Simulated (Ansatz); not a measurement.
# Hf4Si4GeO16: the cost of one run

Program: Ansatz 0.2.0. Level of theory: DFT PBE, plane waves, PAW, scalar-relativistic, no spin polarisation. These are calculated values, not measurements.

### Step 1. The structure to begin with

The cell holds 25 atoms (GeHf4O16Si4): a = 6.572 Å, b = 6.572 Å, c = 5.963 Å, α = 90.00°, β = 90.00°, γ = 90.00°.

The coordinates stand in the first input below.

### Step 2. Preparing the start

The input, input.yaml:

```yaml
accuracy: low
crystal:
  lattice:
    - [6.5725, 0.0, 0.0]
    - [0.0, 6.5725, 0.0]
    - [0.0, 0.0, 5.9632]
  atoms:
    - { symbol: Hf, position: [0.0, 0.5, 0.25] }
    - { symbol: Hf, position: [0.0, 0.0, 0.0] }
    - { symbol: Si, position: [0.5, 0.0, 0.25] }
    - { symbol: Si, position: [0.0, 0.0, 0.5] }
    - { symbol: O, position: [0.5, 0.3155, 0.8198] }
    - { symbol: O, position: [0.6845, 0.0, 0.0698] }
    - { symbol: O, position: [0.0, 0.1845, 0.3198] }
    - { symbol: O, position: [0.3155, 0.0, 0.0698] }
    - { symbol: O, position: [0.5, 0.1845, 0.4302] }
    - { symbol: O, position: [0.1845, 0.0, 0.6802] }
    - { symbol: O, position: [0.5, 0.8155, 0.4302] }
    - { symbol: O, position: [0.3155, 0.5, 0.1802] }
    - { symbol: Hf, position: [0.5, 0.0, 0.75] }
    - { symbol: Hf, position: [0.5, 0.5, 0.5] }
    - { symbol: Si, position: [0.0, 0.5, 0.75] }
    - { symbol: Si, position: [0.5, 0.5, 0.0] }
    - { symbol: O, position: [0.0, 0.8155, 0.3198] }
    - { symbol: O, position: [0.1845, 0.5, 0.5698] }
    - { symbol: O, position: [0.5, 0.6845, 0.8198] }
    - { symbol: O, position: [0.8155, 0.5, 0.5698] }
    - { symbol: O, position: [0.0, 0.6845, 0.9302] }
    - { symbol: O, position: [0.6845, 0.5, 0.1802] }
    - { symbol: O, position: [0.0, 0.3155, 0.9302] }
    - { symbol: O, position: [0.8155, 0.0, 0.6802] }
    - { symbol: Ge, position: [0.7592881, 0.9087029, 0.3967098] }
basis:
  ecutwfc: 420.0
kpoints:
  mp_grid: { grid: [2, 2, 2] }
hamiltonian:
  xc: pbe
  pseudopotentials: { kind: paw, azcp: { folder: soft_1 } }
scf:
  occupations: { method: fermi_dirac, width: 0.02 }
  lower_state_search: "off"
relax:
  f_tol: 0.08
  max_steps: 25
  adjacent_minimum: "off"
```

Run with:

```console
$ ansatz run input.yaml --threads 2 --pin off --max-ram 5120MiB --backend cpu --events-out ev --progress --plain --runs-dir out
```

What time and memory should one allow on 2 threads of Arm Neoverse V1, shared host?

About 2.8 min, with a peak of 0.82 GiB.
